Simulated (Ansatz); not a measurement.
# Sb2H3F: small, medium and large basis sets

An exercise on one series of results from a longer session: the logs are not shown, and one member is left open.

The runs use Ansatz 0.2.0, Gaussian basis; one geometry, several basis sets.

The runs, in order: PBE0-D4/def2-SVP; ωB97M-V/def2-SVP; PBE0-D4/def2-QZVPP; ωB97M-V/def2-QZVPP; the functionals' def2-TZVPP values are taken from earlier runs.

## Structure used throughout

An earlier PBE0-D4 in a triple-zeta def2 set relaxation fixed the geometry. Sb takes the def2 core potential; no spin-orbit term is included.

6 atoms, charge 0, spin multiplicity 1.

Atoms are counted from 1 here; the program's logs count them from 0.

Bond lengths: F1–Sb2 1.926 Å, Sb2–Sb3 2.835 Å, Sb2–H4 1.718 Å, Sb3–H5 1.708 Å, Sb3–H6 1.705 Å. Angles: F1–Sb2–Sb3 97.4°, F1–Sb2–H4 93.7°, Sb3–Sb2–H4 88.9°, Sb2–Sb3–H5 90.0°, Sb2–Sb3–H6 89.1°, H5–Sb3–H6 91.9°.

The first run:

Contents of in.yaml:

```yaml
crystal:
  periodic: [false, false, false]
  atoms:
    - {symbol: F, position_ang: [-1.924014, -0.672934, -0.186389]}
    - {symbol: Sb, position_ang: [-0.255632, -1.124677, -1.035365]}
    - {symbol: Sb, position_ang: [1.325271, 0.898437, 0.167477]}
    - {symbol: H, position_ang: [0.220473, -2.197589, 0.219337]}
    - {symbol: H, position_ang: [0.446547, 2.089531, -0.683979]}
    - {symbol: H, position_ang: [0.229455, 0.943233, 1.472620]}
basis:
  gaussian: {orbitals: def2-SVP}
hamiltonian: {xc: pbe0, dispersion: d4}
output: {orbitals: {seedname: orbitals}}
```

Run with:

```bash
$ ansatz run in.yaml --threads 2 --pin off --events-out ev --progress --plain --max-ram 4352MiB
```

Among the steps run: PBE0-D4 in def2-SVP; ωB97M-V in def2-SVP; PBE0-D4 in def2-QZVPP; ωB97M-V in def2-QZVPP.

One of the session's tables, all rows but one given; the rest of the session is left out.

It belongs to the step «Functionals by basis». 

| functional | basis | HOMO (eV) | LUMO (eV) |
| --- | --- | --- | --- |
| PBE0-D4 | def2-SVP | -6.84 | -1.33 |
| PBE0-D4 | def2-TZVPP | -6.92 | -1.61 |
| PBE0-D4 | def2-QZVPP | -6.94 | -1.66 |
| ωB97M-V | def2-SVP | ? | ? |
| ωB97M-V | def2-TZVPP | -8.79 | 0.17 |
| ωB97M-V | def2-QZVPP | -8.81 | 0.06 |

Estimate the missing values for ωB97M-V, def2-SVP.

As computed: HOMO (eV): -8.68; LUMO (eV): 0.54. In the column «HOMO (eV)» it lies between ωB97M-V, def2-TZVPP (-8.79) and PBE0-D4, def2-QZVPP (-6.94).
